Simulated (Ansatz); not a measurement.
# CHGeN (triplet): from Hartree-Fock to the top rungs at a displaced geometry (v2), cc-pVDZ

The task here is to estimate one member of a computed series from the others.

The runs use Ansatz 0.2.0, Gaussian basis; cc-pVDZ, core rule «outside noble gas», up to 16 orbitals frozen.

Plan: UHF; CCSD(T) on ROHF; CCSD(T) on UHF; BCCD(T) on ROHF; CISD; CCSDT(Q) on ROHF; CCSDT(Q) on UHF.

22 further runs of the same task are left out: 10 that didn't finish, 12 set aside as unsound or not needed.

## The system

The geometry is a PBE0/def2-TZVP stationary point (not a proven minimum) with its atoms shifted at random (size 0.100 Å). No spin-orbit coupling is included. The filled d shell of Ge may be among the frozen orbitals whatever the setting's name suggests; the logs give the count.

4 atoms, charge 0, spin multiplicity 3.

Atoms are counted from 1 here; the program's logs count them from 0.

Bond lengths: C1–Ge2 1.760 Å, C1–H4 1.073 Å, Ge2–N3 1.731 Å. Angles: Ge2–C1–H4 146.1°, C1–Ge2–N3 150.9°.

Set-up of the first run:

Input file in.yaml:

```yaml
crystal:
  periodic: [false, false, false]
  atoms:
    - {symbol: C, position_ang: [0.132622, -0.331638, 1.699687]}
    - {symbol: Ge, position_ang: [-0.032252, 0.110781, 0.004672]}
    - {symbol: N, position_ang: [0.044368, -0.291183, -1.677092]}
    - {symbol: H, position_ang: [0.127477, 0.014494, 2.715144]}
basis:
  gaussian: {orbitals: cc-pVDZ}
magnetization: {spin_polarized: true, initial_magnetization: 2}
hamiltonian: {xc: hf}
output: {orbitals: {seedname: orbitals}}
```

Started as:

```sh
$ ansatz run in.yaml --threads 1 --pin off --events-out ev --progress --plain --max-ram 2393MiB
```

Steps of the session up to this table: UHF; CCSD(T) on ROHF; CCSD(T) on UHF; BCCD(T) on ROHF; CISD; CCSDT(Q) on ROHF; CCSDT(Q) on UHF.

One of the session's tables, all rows but one given; the rest of the session is left out.

| method | from RCCSDT(Q) (kJ/mol) |
| --- | --- |
| UHF | +925.1 |
| RMP2 | +21.9 |
| UMP2 | +234.9 |
| RCCSD | +86.9 |
| UCCSD | +65.0 |
| RCCSD(T) | +12.8 |
| UCCSD(T) | +20.3 |
| BCCD(T) | +16.2 |
| RCCSDT | +14.4 |
| UCCSDT | +7.7 |
| RCCSDT(Q) | 0 |
| UCCSDT(Q) | ? |

Estimate the missing values for UCCSDT(Q).

As computed: from RCCSDT(Q) (kJ/mol): -0.2. In the column «from RCCSDT(Q) (kJ/mol)» it is the lowest.

Not comparable, so not listed: CISD (they don't share determinant, frozen orbitals or solution with the rows shown, or repeat one).

Caveats from the session: The determinant is far from a pure spin state, so its energy mixes those of several spin states (harmless only where they are near-degenerate, as at dissociation). The report flags that the cluster equations may have other roots. Left out of the table: ROHF (another determinant or state than the rows shown). The program flags RCCSD(T), BCCD(T), RCCSDT(Q) as in doubt, so the zero of the table is itself unsure. Warnings: spin contamination; coupled cluster took another determinant than the lowest; large T1 diagnostic. Restricted and unrestricted rows rest on different reference determinants; where their highest levels disagree by more than a few hundredths of an eV, they describe different states and don't form one ladder.
